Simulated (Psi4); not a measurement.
**AlH2Br (SMILES [H][Al]([H])[Br]): levels of theory compared**

Aim: a comparison of 4 runs (HF/heavy-aug-cc-pVTZ, wB97X-3c/vDZP, M11/6-311G, B3LYP/6-311G**) of AlH2Br. The job is set up through a Python script.

Program for the calculation: Psi4 1.11.

8 further runs of the same task are left out: 6 for a known fault of the program, 2 set aside as unsound or not needed.

### 1 The molecule

AlH2Br: 4 atoms, total charge 0, spin state singlet. As SMILES, `[H][Al]([H])[Br]`. Geometry: a GFN2-xTB relaxation, a rough one for these elements and not checked as a minimum.

Bond lengths: Al1–Br4 2.240 Å, Al1–H2 1.534 Å, Al1–H3 1.534 Å. Angles: H2–Al1–Br4 120.8°, H3–Al1–Br4 120.8°, H2–Al1–H3 118.4°.

### 2 Energy and forces at HF/heavy-aug-cc-pVTZ (density fitting) (run 1)

The input, run.py:

```python
import psi4

psi4.set_memory('1600 MB')
psi4.set_num_threads(1)
psi4.set_output_file('albrh2.out', False)

molecule = psi4.geometry("""
0 1
Al     0.085960     0.143320     0.001240
H      1.619870     0.141230     0.011920
H     -0.640600     1.494120    -0.021230
Br    -1.065230    -1.778670     0.008060
units angstrom
""")

options = {'basis': 'heavy-aug-cc-pVTZ', 'scf_type': 'disk_df'}
psi4.set_options(options)

E = psi4.gradient("scf")
print('gradient / Eh bohr^-1')
print(E.np.round(6))
for k, v in sorted(psi4.core.scalar_variables().items()):
    print(f'{k:45s} {v:18.10f}')
```

Run with:

```bash
$ python run.py
```

albrh2.out:

```text
[...]
  Running in c1 symmetry.
[...]
  Nuclear repulsion =  127.863678834309823
[...]
  Multiplicity = 1
[...]
  Nalpha       = 25
  Nbeta        = 25
[...]
    Number of basis functions: 137
[...]
   @DF-RHF iter   1: -2815.42581567174921   -2.02832e+00   7.10644e-03 DIIS/ADIIS
[...]
   @DF-RHF iter  10: -2815.61306490545621   -1.59162e-11   3.91993e-09 DIIS
[...]
    Orbital Energies [Eh]
    ---------------------
    Doubly Occupied:
       1A   -490.014494     2A    -65.155316     3A    -58.509911
       4A    -58.509649     5A    -58.509488     6A    -58.507832
       7A     -9.828568     8A     -7.437648     9A     -7.435400
      10A     -7.434674    11A     -4.922881    12A     -3.237489
      13A     -3.236088    14A     -3.235244    15A     -3.179806
      16A     -3.178905    17A     -3.177963    18A     -3.175478
      19A     -3.175412    20A     -1.004584    21A     -0.583135
      22A     -0.469390    23A     -0.466150    24A     -0.433238
      25A     -0.414409
[...]
  @DF-RHF Final Energy: -2815.61306490545621
   => Energetics <=
    Nuclear Repulsion Energy =            127.8636788343098232
    One-Electron Energy =               -4176.4871907344795545
    Two-Electron Energy =                1233.0104469947134476
    Total Energy =                      -2815.6130649054566675
[...]
 Multipole Moments:
 ------------------------------------------------------------------------------------
     Multipole            Electronic (a.u.)      Nuclear  (a.u.)        Total (a.u.)
 ------------------------------------------------------------------------------------
 L = 1.  Multiply by 2.5417464519 to convert [e a0] to [Debye]
 Dipole X            :         -3.9879975            4.2175222            0.2295247
 Dipole Y            :         -6.6595510            7.0422301            0.3826791
 Dipole Z            :          0.0351108           -0.0320442            0.0030667
 Magnitude           :                                                    0.4462446
[...]
  -Total Gradient:
     Atom            X                  Y                   Z
    ------   -----------------  -----------------  -----------------
       1       -0.001235230442    -0.002099153379     0.000211636133
       2       -0.011899493778     0.004074508173    -0.000219316859
       3        0.009198855417    -0.008567350682     0.000090224327
       4        0.003935868837     0.006591995931    -0.000082543601
[...]
```

On the terminal:

```text
gradient / Eh bohr^-1
[[-1.2350e-03 -2.0990e-03  2.1200e-04]
 [-1.1899e-02  4.0750e-03 -2.1900e-04]
 [ 9.1990e-03 -8.5670e-03  9.0000e-05]
 [ 3.9360e-03  6.5920e-03 -8.3000e-05]]
CURRENT ENERGY                                  -2815.6130649055
CURRENT REFERENCE ENERGY                        -2815.6130649055
DD SOLVATION ENERGY                                 0.0000000000
HF KINETIC ENERGY                                2815.7136199778
HF POTENTIAL ENERGY                             -5631.3266848833
HF TOTAL ENERGY                                 -2815.6130649055
HF VIRIAL RATIO                                     1.9999642879
NUCLEAR REPULSION ENERGY                          127.8636788343
ONE-ELECTRON ENERGY                             -4176.4871907345
PCM POLARIZATION ENERGY                             0.0000000000
PE ENERGY                                           0.0000000000
SCF ITERATION ENERGY                            -2815.6130649055
SCF ITERATIONS                                     10.0000000000
SCF TOTAL ENERGY                                -2815.6130649055
TWO-ELECTRON ENERGY                              1233.0104469947
```

Run time: 6.9 s. Hardware: 1 thread of Intel Xeon 6975P-C (Granite Rapids), shared host; peak memory 0.85 GiB.

### 3 The energy at wB97X-3c/vDZP (density fitting, core potential, ddPCM acetone) (run 2)

The input, job.py:

```python
import psi4

psi4.set_memory(1600000000)
psi4.set_num_threads(1)
psi4.set_output_file('psi4.out', False)

molecule = psi4.geometry("""
0 1
Al     0.16244086     0.27083555     0.00234326
H      3.06111066     0.26688602     0.02252554
H     -1.21055856     2.82347760    -0.04011889
Br    -2.01299296    -3.36119917     0.01523119
units au
symmetry c1
""")

psi4.set_options({
    'scf_type': 'disk_df',
    'ddx': True,
    'ddx_model': 'pcm',
    'ddx_solvent': 'acetone',
    'ddx_radii_set': 'uff',
})

energy_value, wavefunction = psi4.energy('wb97x-3c', molecule=molecule, return_wfn=True)
print(f'total energy {energy_value:.8f} hartree = {energy_value * 27.211386:.5f} eV')
```

Run with:

```bash
$ python job.py
```

psi4.out:

```text
[...]
    !!!  WARNING: ECP capability is in beta. Please check occupations closely.  !!!
[...]
  Running in c1 symmetry.
[...]
  Nuclear repulsion =    9.475464078813021
[...]
  Multiplicity = 1
[...]
  Nalpha       = 6
  Nbeta        = 6
[...]
    Number of basis functions: 36
[...]
   @DF-RKS iter   1:   -16.62144227719759   -1.07620e+00   6.77289e-03 ADIIS/DIIS
[...]
   @DF-RKS iter   7:   -16.68506581047403   -3.80588e-08   6.98065e-07 DIIS
[...]
    Orbital Energies [Eh]
    ---------------------
    Doubly Occupied:
       1A     -0.927372     2A     -0.553683     3A     -0.449674
       4A     -0.440636     5A     -0.416695     6A     -0.394895
[...]
  @DF-RKS Final Energy:   -16.68506581047403
   => Energetics <=
    Nuclear Repulsion Energy =              9.4754640788130207
    One-Electron Energy =                 -44.7858175584347791
    Two-Electron Energy =                  20.6939385991572884
    DFT Exchange-Correlation Energy =      -2.0613835479641960
    Empirical Dispersion Energy =          -0.0025370307407201
    VV10 Nonlocal Energy =                  0.0000000000000000
    DD Solvation Energy =                 -0.0047303513046409
    Total Energy =                        -16.6850658104740255
[...]
 Multipole Moments:
 ------------------------------------------------------------------------------------
     Multipole            Electronic (a.u.)      Nuclear  (a.u.)        Total (a.u.)
 ------------------------------------------------------------------------------------
 L = 1.  Multiply by 2.5417464519 to convert [e a0] to [Debye]
 Dipole X            :         -4.9674388            5.2173222            0.2498834
 Dipole Y            :         -8.2949743            8.7119902            0.4170158
 Dipole Z            :          0.0464123           -0.0426664            0.0037459
 Magnitude           :                                                    0.4861666
[...]
```

Standard output:

```text
total energy -16.68506581 hartree = -454.02377 eV
```

It took 5.7 s on 1 thread of Intel Xeon 6975P-C (Granite Rapids), shared host; peak memory 0.34 GiB.

Run 3 isn't shown in full; the table further down has it.

### 4 A single-point energy at B3LYP/6-311G(d,p) (run 4)

The input, run.py:

```python
import psi4

psi4.set_memory(1600000000)
psi4.set_num_threads(1)
psi4.set_output_file('albrh2.out', False)

geom = psi4.geometry("""
Al     0.16244086     0.27083555     0.00234326
H      3.06111066     0.26688602     0.02252554
H     -1.21055856     2.82347760    -0.04011889
Br    -2.01299296    -3.36119917     0.01523119
units bohr
symmetry c1
""")

options = {'basis': '6-311G**', 'puream': True, 'e_convergence': 1e-09, 'd_convergence': 1e-08, 'scf_type': 'pk', 'dft_radial_points': 99, 'dft_spherical_points': 590}
psi4.set_options(options)

E = psi4.energy('b3lyp')
print(f'total energy {E:.8f} hartree = {E * 27.211386:.5f} eV')
for k, v in sorted(psi4.core.scalar_variables().items()):
    print(f'{k:45s} {v:18.10f}')
```

Run with:

```bash
$ python run.py
```

albrh2.out:

```text
[...]
  Running in c1 symmetry.
[...]
  Nuclear repulsion =  127.863678716053428
[...]
  Multiplicity = 1
[...]
  Nalpha       = 25
  Nbeta        = 25
[...]
    Number of basis functions: 82
[...]
   @RKS iter   1: -2817.35458675955761   -1.33605e+00   2.72314e-02 DIIS/ADIIS
[...]
   @RKS iter  10: -2817.85467394466059   -5.91172e-12   4.65810e-09 DIIS
[...]
    Orbital Energies [Eh]
    ---------------------
    Doubly Occupied:
       1A   -482.823212     2A    -62.477136     3A    -56.295692
       4A    -56.294549     5A    -56.294036     6A    -56.046170
       7A     -8.686940     8A     -6.513391     9A     -6.508772
      10A     -6.507157    11A     -4.157588    12A     -2.715085
      13A     -2.709349    14A     -2.706365    15A     -2.625473
      16A     -2.624313    17A     -2.623039    18A     -2.619352
      19A     -2.619264    20A     -0.775230    21A     -0.441348
      22A     -0.350498    23A     -0.337912    24A     -0.317299
      25A     -0.296603
[...]
  @RKS Final Energy: -2817.85467394466059
   => Energetics <=
    Nuclear Repulsion Energy =            127.8636787160534283
    One-Electron Energy =               -4175.9965912386232958
    Two-Electron Energy =                1319.4152964420766239
    DFT Exchange-Correlation Energy =     -89.1370578641678719
    Empirical Dispersion Energy =           0.0000000000000000
    VV10 Nonlocal Energy =                  0.0000000000000000
    Total Energy =                      -2817.8546739446605898
[...]
 Multipole Moments:
 ------------------------------------------------------------------------------------
     Multipole            Electronic (a.u.)      Nuclear  (a.u.)        Total (a.u.)
 ------------------------------------------------------------------------------------
 L = 1.  Multiply by 2.5417464519 to convert [e a0] to [Debye]
 Dipole X            :         -3.9955000            4.2175222            0.2220222
 Dipole Y            :         -6.6720607            7.0422301            0.3701694
 Dipole Z            :          0.0348182           -0.0320442            0.0027740
 Magnitude           :                                                    0.4316561
[...]
```

On the terminal:

```text
total energy -2817.85467394 hartree = -76677.73122 eV
CURRENT ENERGY                                  -2817.8546739447
CURRENT REFERENCE ENERGY                        -2817.8546739447
DD SOLVATION ENERGY                                 0.0000000000
DFT FUNCTIONAL TOTAL ENERGY                     -2817.8546739447
DFT TOTAL ENERGY                                -2817.8546739447
DFT VV10 ENERGY                                     0.0000000000
DFT XC ENERGY                                     -89.1370578642
GRID ELECTRONS ALPHA                               25.0000003542
GRID ELECTRONS BETA                                25.0000003542
GRID ELECTRONS TOTAL                               50.0000007085
NUCLEAR REPULSION ENERGY                          127.8636787161
ONE-ELECTRON ENERGY                             -4175.9965912386
PCM POLARIZATION ENERGY                             0.0000000000
PE ENERGY                                           0.0000000000
SCF ITERATION ENERGY                            -2817.8546739447
SCF ITERATIONS                                     10.0000000000
SCF TOTAL ENERGY                                -2817.8546739447
TWO-ELECTRON ENERGY                              1319.4152964421
XC GRID RADIAL POINTS                              99.0000000000
XC GRID SPHERICAL POINTS                          590.0000000000
XC GRID TOTAL POINTS                           223840.0000000000
```

Wall time 6 s (1 thread of Intel Xeon 6975P-C (Granite Rapids), shared host); peak memory 0.65 GiB.

### 5 Overview of the runs

```csv
run,level,task,core potential,energy (Eh),dipole moment (D),HOMO energy (eV),LUMO energy (eV),wall time
1,HF/heavy-aug-cc-pVTZ (density fitting),gradient,none,-2815.613065,1.13,-11.28,0.49,6.9 s
2,"wB97X-3c/vDZP (density fitting, core potential, ddPCM acetone)",energy,vDZP,-16.685066,1.24,-10.75,0.51,5.7 s
3,M11/6-311G (density fitting),energy,none,-2817.424034,1.88,-10.64,-0.42,5.1 s
4,B3LYP/6-311G**,energy,none,-2817.854674,1.10,-8.07,-1.95,6 s
```

### 6 Results

| quantity | value |
| --- | --- |
| run 4: total energy | -2817.85467 Eh |
| run 4: dipole moment | 1.10 D |
| run 4: HOMO energy | -8.07 eV |
| run 4: LUMO energy | -1.95 eV |
| run 4: HOMO–LUMO gap | 6.12 eV |

**Reading.** The dipole moment (its size) runs from 1.10 D (B3LYP/6-311G**) to 1.88 D (M11/6-311G). The two ends differ in method and basis. The HOMO–LUMO gap runs from 6.12 eV (B3LYP/6-311G**) to 11.76 eV (HF/heavy-aug-cc-pVTZ). Totals of different functionals can't be ranked against each other. Some runs of one species differ in core potentials or relativity; totals across that change don't compare. All runs together took 24 s, the longest 6.9 s.
